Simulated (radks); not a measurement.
**F⁺ with its nuclear charge varied continuously**

An exercise on one series of results from a longer session: the logs are not shown, and one member is left open.

The numbers are computed with radks (a radial shooting solver on a logarithmic mesh, Libxc functionals) version 1 (non-relativistic Kohn-Sham, r2SCAN, spin-polarised, spherical densities, point nucleus; open shells are filled with parallel spins first), except any that are marked as measured or tabulated.

### The atom as given

* element: fluorine (Z = 9)
* charge: +1
* electrons: 8
* configuration: [He] 2s2 2p4

Outer shells as boxes (Hund's rule):

F⁺
```
[He] core
2s [↑↓]
2p [↑↓][↑ ][↑ ]
```

Set-up of the first run:

Settings of this run:

```text
Z 9
configuration [He] 2s2 2p4
relativity non-relativistic
functional r2scan,r2scan
spin polarised
nucleus point
```

Among the steps run: Z = 9.

One table of the session follows, with a row left open; its other results are not shown here.

Sizes of the orbitals, from the radial functions (bohr):

| level | <r> | outermost maximum (interpolated) | 90 % within |
| --- | --- | --- | --- |
| 1s up | 0.1766 | 0.115 | 0.316 |
| 1s down | 0.1760 | 0.115 | 0.315 |
| 2s up | 0.9504 | 0.748 | 1.51 |
| 2s down | 0.9779 | 0.760 | 1.56 |
| 2p up | 0.9594 | 0.677 | 1.63 |
| 2p down | ? | ? | ? |

**Question.** Estimate the row for 2p down.

As computed: <r>: 1.019; outermost maximum (interpolated): 0.703; 90 % within: 1.75. In the column «<r>» it is the highest.
